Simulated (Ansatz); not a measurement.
# As₂H₃ (doublet): wave-function methods side by side at distance As1–As2 = 2.696 Å, cc-pVDZ

One table from this session's results is given with a row withheld; the runs are named, their logs left out.

Program: Ansatz 0.2.0, Gaussian basis. Level of theory: cc-pVDZ, core rule «outside noble gas», up to 28 orbitals frozen. These are calculated values, not measurements.

To be run: UHF; CCSD(T) on ROHF; CCSD(T) on UHF; BCCD(T) on ROHF; CISD; CCSDT(Q) on ROHF; CCSDT(Q) on UHF; CASSCF and MRCISD+Q, 3 electrons in 3 orbitals; CASSCF and NEVPT2, 3 electrons in 3 orbitals.

34 further runs of the same task are left out: 5 for a known fault of the program, 22 that didn't finish, 7 set aside as unsound or not needed.

### What is computed

The geometry derives from a PBE0/def2-TZVP stationary point (not a proven minimum). One bond is set to the value named and the two fragments are kept rigid. No spin-orbit coupling is included. The filled d shell of As may be among the frozen orbitals whatever the setting's name suggests; the logs give the count.

5 atoms, charge 0, spin multiplicity 2.

Atoms are counted from 1 here; the program's logs count them from 0.

Bond lengths: As1–H3 1.524 Å, As1–H4 1.522 Å, As2–H5 1.528 Å. Angles: H3–As1–H4 92.9°.

Set-up of the first run:

in.yaml reads:

```yaml
crystal:
  periodic: [false, false, false]
  atoms:
    - {symbol: As, position_ang: [0.048626, 0.032302, 1.336477]}
    - {symbol: As, position_ang: [-0.024317, -0.044050, -1.357454]}
    - {symbol: H, position_ang: [-1.291847, 0.739995, 1.490082]}
    - {symbol: H, position_ang: [-0.575258, -1.347495, 1.489509]}
    - {symbol: H, position_ang: [0.060144, 1.480703, -1.420357]}
basis:
  gaussian: {orbitals: cc-pVDZ}
magnetization: {spin_polarized: true, initial_magnetization: 1}
hamiltonian: {xc: hf}
output: {orbitals: {seedname: orbitals}}
```

Command:

```bash
$ ansatz run in.yaml --threads 1 --pin off --events-out ev --progress --plain --max-ram 2393MiB
```

Steps of the session up to this table: UHF; CCSD(T) on ROHF; CCSD(T) on UHF; BCCD(T) on ROHF; CISD; CCSDT(Q) on ROHF; CCSDT(Q) on UHF; CASSCF and MRCISD+Q, 3 electrons in 3 orbitals; CASSCF and NEVPT2, 3 electrons in 3 orbitals.

One table of the session follows, with a row left open; its other results are not shown here.

```
       method  from UCCSDT(Q) (meV)
         ROHF               +7065.4
          UHF               +6934.0
         RMP2               +1394.5
         UMP2               +1430.8
         CISD                +931.7
        RCCSD                +260.4
        UCCSD                +255.8
     RCCSD(T)                 +50.2
     UCCSD(T)                 +49.8
      BCCD(T)                 +49.6
       RCCSDT                     ?
       UCCSDT                 +13.1
    RCCSDT(Q)                  +2.8
    UCCSDT(Q)                     0
  CASSCF pair               +6572.5
  NEVPT2 pair               +1228.4
  MRCISD pair                +763.9
MRCISD+Q pair                 +60.6
```

**Question.** Estimate the row for RCCSDT.

**Answer.** from UCCSDT(Q) (meV): +15.7. In the column «from UCCSDT(Q) (meV)» it lies between UCCSDT (+13.1) and BCCD(T) (+49.6).

Among the levels timed on like hardware and quicker than the yardstick, those that no quicker one beats, quickest first: NEVPT2 pair (5.5 s, +1228.4 meV); CISD (5.5 s, +931.7 meV); MRCISD+Q pair (6 s, +60.6 meV); BCCD(T) (7.5 s, +49.6 meV).

To keep in mind: Of the multireference levels listed MRCISD+Q pair comes nearest in total energy (+60.6 meV), which doesn't show that its space is the better one. Restricted and unrestricted rows rest on different reference determinants; where their highest levels disagree by more than a few hundredths of an eV, they describe different states and don't form one ladder.
